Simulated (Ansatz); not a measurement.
**CH11NO3Si3: molecular dynamics**

Purpose: to follow the molecule's vibrations and see whether its bonds hold. The start is relaxed first. Runs: 300 steps of 1 fs at constant energy (fourth-order Milne integrator), with velocities drawn for 1000 K. SMILES of the start: CO[Si](N)(O[SiH3])O[SiH3].

All numbers below are computed with Ansatz 0.2.0 (RKS PBE/6-31G).

## 1. The system as given

Bond lengths (14 of 18 bonds, heavy atoms first): Si1–N2 1.820 Å, Si1–O5 1.680 Å, O5–Si6 1.680 Å, Si1–O10 1.679 Å, O10–C11 1.420 Å, Si1–O15 1.679 Å, O15–Si16 1.680 Å, N2–H3 1.060 Å, N2–H4 1.060 Å, Si6–H7 1.460 Å, Si6–H8 1.460 Å, Si6–H9 1.460 Å, C11–H12 1.110 Å, C11–H13 1.110 Å. Angles (14 of 30 angles, heavy atoms first): N2–Si1–O5 109.4°, N2–Si1–O10 109.5°, N2–Si1–O15 109.5°, O5–Si1–O10 109.5°, O5–Si1–O15 109.5°, O10–Si1–O15 109.5°, Si1–O5–Si6 125.0°, Si1–O10–C11 125.0°, Si1–O15–Si16 125.0°, Si1–N2–H3 120.0°, Si1–N2–H4 120.0°, O5–Si6–H7 109.5°, O5–Si6–H8 109.5°, O5–Si6–H9 109.5°.

The coordinates stand in the first input below.

## 2. Relaxing the start

input.yaml

```yaml
crystal:
  periodic: [false, false, false]
  atoms:
    - { symbol: Si, position_ang: [0.0, 0.0, 0.0] }
    - { symbol: "N", position_ang: [0.0, 0.0, 1.82] }
    - { symbol: H, position_ang: [-0.877, -0.2713, 2.35] }
    - { symbol: H, position_ang: [0.877, 0.2713, 2.35] }
    - { symbol: O, position_ang: [1.5842, 0.0, -0.5594] }
    - { symbol: Si, position_ang: [2.4906, -1.3762, -0.8866] }
    - { symbol: H, position_ang: [1.6598, -2.3521, -1.5857] }
    - { symbol: H, position_ang: [3.6318, -1.0202, -1.7249] }
    - { symbol: H, position_ang: [2.9691, -1.9538, 0.366] }
    - { symbol: O, position_ang: [-0.7913, 1.3709, -0.5594] }
    - { symbol: C, position_ang: [-2.1512, 1.4177, -0.9653] }
    - { symbol: H, position_ang: [-2.7687, 0.8215, -0.2614] }
    - { symbol: H, position_ang: [-2.5023, 2.4707, -0.9639] }
    - { symbol: H, position_ang: [-2.2473, 0.9975, -1.9882] }
    - { symbol: O, position_ang: [-0.7913, -1.3709, -0.5594] }
    - { symbol: Si, position_ang: [-1.673, -2.4329, 0.3983] }
    - { symbol: H, position_ang: [-1.2634, -2.287, 1.792] }
    - { symbol: H, position_ang: [-3.0964, -2.1323, 0.2761] }
    - { symbol: H, position_ang: [-1.4264, -3.8036, -0.0398] }
basis:
  gaussian: { orbitals: "6-31G" }
hamiltonian:
  xc: pbe
relax:
  f_tol: 0.02
  max_steps: 40
```

Launch:

```console
ansatz run input.yaml --threads 2 --pin off --max-ram 3072MiB --backend cpu --events-out ev --progress --plain --runs-dir out
```

Further steps of the session: The run.

Before running it: what results should come out? Wanted: relaxation of the start; temperature, first and last step; temperature, second half; potential energy, second half; largest change of the total energy; bonds formed or broken.

As calculated:

| quantity | value |
| --- | --- |
| relaxation of the start | 35 moves, 1.096 eV lower |
| length | 300 steps of 1 fs |
| temperature, first and last step | 1000 and 510 K |
| temperature, second half | mean 484 K, from 287 to 730 K |
| potential energy, second half | +60 meV/atom from the start |
| largest change of the total energy | 4.99 meV/atom |
| bonds formed or broken | 0 |

**Reading.** The temperature starts at 1000 K and averages 484 K in the second half, where it ranges from 287 to 730 K; a mean near half the start is what vibrations about a minimum give, since they share energy equally between motion and strain. The total energy strays from its start by at most 4.99 meV/atom, 8.6 % of the mean kinetic energy, which is poor: the step of 1 fs is too long for the fastest motion. No bond forms or breaks. Averages from a run of 300 fs with 19 atoms are rough. The nuclei move classically, without zero-point motion, which matters most for hydrogen. In so small a basis the energies are only a sketch.
